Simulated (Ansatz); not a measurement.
## C2H3NTe, SMILES [TeH]C1=NC1: a rigid scan of one bond length

Run with Ansatz 0.2.0, Python API.

`scan_c2h3nte.py`:
```python
"""Stretching a bond of C2H3NTe, the rest held rigid."""

import ansatz as az
from ase import Atoms
import numpy as np

atoms = Atoms(["Te", "C", "N", "C", "H", "H", "H"], positions=[
    (-1.5768, 0.1142, -1.6216),
    (-0.2817, -0.3298, -0.0761),
    (-0.0436, -0.9215, 1.1511),
    (1.0336, -0.284, 0.4614),
    (-2.0094, 1.6452, -0.8549),
    (1.2364, 0.704, 0.8971),
    (1.7027, -0.9961, -0.0027),
])
molecule = az.Crystal.molecule_from_ase(atoms)

symbols = [site.symbol for site in molecule.cartesian_sites]
start = np.array([site.position_ang for site in molecule.cartesian_sites])
axis = (start[6] - start[3]) / np.linalg.norm(start[6] - start[3])
moving = [6]
lengths, energies = [0.952, 0.995, 1.038, 1.082, 1.125, 1.168, 1.212, 1.276], []
for length in lengths:
    xyz = start.copy()
    xyz[moving] += (length - np.linalg.norm(start[6] - start[3])) * axis
    point = az.Crystal.molecule()
    for symbol, place in zip(symbols, xyz):
        point = point.atom(symbol, place.tolist())
    calculation = (
        point.calculation()
        .basis(gaussian="def2-SVP")
        .functional("hf")
    )
    r = calculation.run(threads=1).report
    energies.append(r["free_energy_ev"])
    print(f"r = {length:6.3f} A  E = {energies[-1]:.5f} eV  <S^2> = {abs(r['mean_field']['state']['spin_squared']):.3f}")

# quartic fit about the minimum
fit = np.polynomial.Polynomial.fit(lengths, np.array(energies) - min(energies), 4).convert()
roots = [r.real for r in fit.deriv().roots() if abs(r.imag) < 1e-9 and fit.deriv(2)(r.real) > 0]
r_e = min(roots, key=lambda r: abs(r - lengths[int(np.argmin(energies))]))
print(f"minimum of the fit at {r_e:.4f} A, force constant {fit.deriv(2)(r_e):.2f} eV/A^2")
```

```console
$ python scan_c2h3nte.py
r =  0.952 A  E = -10847.78919 eV  <S^2> = 0.000
r =  0.995 A  E = -10848.04295 eV  <S^2> = 0.000
r =  1.038 A  E = -10848.18311 eV  <S^2> = 0.000
r =  1.082 A  E = -10848.23414 eV  <S^2> = 0.000
r =  1.125 A  E = -10848.21345 eV  <S^2> = 0.000
r =  1.168 A  E = -10848.13863 eV  <S^2> = 0.000
r =  1.212 A  E = -10848.01898 eV  <S^2> = 0.000
r =  1.276 A  E = -10847.78829 eV  <S^2> = 0.000
minimum of the fit at 1.0889 A, force constant 36.15 eV/A^2
```

Reading the output:
- Total energies depend on the basis set; only differences at equal settings carry meaning.
- The rest of the molecule is held rigid at a force-field or estimated start geometry, and the basis set is modest; single-reference methods fail as a bond breaks.
- def2 sets replace the cores of elements past krypton by effective core potentials.
- Hartree-Fock leaves correlation out, so bond, atomisation and ionisation energies come out well too low.
- The orbitals are restricted, so S² is zero by construction.
- The whole script took 7.1 s on 1 thread of Arm Neoverse V2 (shared host), peak memory 0.21 GiB.
